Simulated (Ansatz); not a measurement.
YbH3:

```
CELL_PARAMETERS angstrom
0.00000 2.60497 2.60497
2.60497 0.00000 2.60497
2.60497 2.60497 0.00000
ATOMIC_POSITIONS crystal
Yb 0.00000 0.00000 0.00000
H 0.50000 0.50000 0.50000
H 0.25000 0.25000 0.25000
H 0.75000 0.75000 0.75000
```

The cell comes from a database or a generator and needn't be the stable form of this composition.

Base run:

* Program: Ansatz 0.2.0
* Functional: PBE
* Potentials or basis: Ansatz PAW
* Cutoff: 420 eV
* Density cutoff: 1680 eV
* k mesh: 9 × 9 × 9
* Occupations: fermi-dirac, width 0.05 eV
* Spin: collinear spin, ferromagnetic start
* Starting moments: [1.0, 0.0, 0.0, 0.0] μB

Its results: band gap on the k mesh none (metal or under the smearing width); pressure -5.4 GPa; net moment 0.17 μB per cell.

Problem. The run is repeated on the same cell with these changes: hubbard terms from none to Yb f U = 8 eV; hubbard projectors from none to ortho-atomic (the default). What comes out?

Solution. Band gap on the k mesh none (metal or under the smearing width); pressure -0.9 GPa; net moment 0.00 μB per cell.

Caveats: spin-orbit coupling is left out, which moves the levels of the heavy elements; without U or exact exchange the open f shell lies at the Fermi level, which spoils levels, moments and volumes (some runs); the magnetic or orbital state may not be the lowest (some runs).

Not every run made on this cell is shown here.
